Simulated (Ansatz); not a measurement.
CHFNOSn, SMILES O=C=[N][SnH][F], a ladder of methods at one geometry

Computed with the Python package of Ansatz (0.2.0).

Run as a notebook:

**Cell 1**
```python
from pathlib import Path

import ansatz
import numpy as np
```

**Cell 2**
```python
BASIS = "def2-SVP"
```

**Cell 3**
```python
geometry_ang = [
    ("O", [1.2586, -2.1826, -1.3407]),
    ("C", [0.5961, -1.5494, -0.4538]),
    ("N", [-0.0592, -0.9384, 0.456]),
    ("Sn", [0.0401, 1.1295, 0.5228]),
    ("F", [-0.8183, 1.8004, -1.1289]),
    ("H", [-0.9752, 1.6765, 1.8983]),
]
geometry = ansatz.Crystal.molecule()
for symbol, xyz in geometry_ang:
    geometry = geometry.atom(symbol, xyz)
```

**Cell 4**
```python
calculation = geometry.calculation().basis(gaussian=BASIS).spin("collinear", total=1)
```

**Cell 5**
```python
print("functional    E (Ha)        dipole (D)   HOMO (eV)  LUMO (eV)")
for name in ["cam_b3lyp", "blyp", "hf", "b3lyp", "hse06"]:
    r = calculation.functional(name).forces().orbitals().run(threads=1, backend="cpu", runs_dir="runs").report
    lines = Path(r["orbitals_path"]).read_text().splitlines()
    field_of = lambda key: [line.split("=")[1].strip() for line in lines if line.startswith(key)]
    orbitals = [(27.211386 * float(e), s, float(n)) for e, s, n in zip(field_of("Ene="), field_of("Spin="), field_of("Occup="))]
    homo = max(e for e, _, n in orbitals if n > 0.5)
    lumo = min(e for e, _, n in orbitals if n < 0.5)
    dipole = 4.803205 * np.linalg.norm(r["charge_distribution"]["dipole_moment_e_ang"])
    print(f"{name:10s} {r['free_energy_ev'] / 27.211386246:14.6f} {dipole:9.3f} {homo:11.3f} {lumo:10.3f}")
```
Output:
```text
functional    E (Ha)        dipole (D)   HOMO (eV)  LUMO (eV)
cam_b3lyp     -482.486961     3.712      -8.530     -3.513
blyp          -482.530179     3.101      -5.900     -5.107
hf            -480.311739     4.447     -10.319     -0.952
b3lyp         -482.673485     3.534      -7.058     -4.752
hse06         -482.312035     3.661      -6.944     -4.805
```

The settings weren't tested for convergence. The geometry is a force-field or estimated start, not a minimum of this method, and the basis set is short of its limit. A lower total doesn't mark the better method: functionals have no common bound, and MP2 and coupled cluster aren't variational. def2 sets replace the cores of elements past krypton by effective core potentials. The species is open-shell (spin multiplicity 2). b3lyp holds the VWN-RPA fit, as in Gaussian; the form of ORCA and Turbomole is b3lyp5. Levels such as HOMO and LUMO are orbital energies: with these approximate functionals they aren't the ionisation energy and electron affinity, and their gap isn't the fundamental gap. hse06 follows the composition of plane-wave codes, whose totals differ by tens of mHa, up to about 0.1 Ha, from the form usual in Gaussian-basis programs (wpbeh). Hardware and time: 14 s on 1 thread of Intel(R) Xeon(R) Processor @ 2.30GHz, on a shared host, peak memory 0.38 GiB.
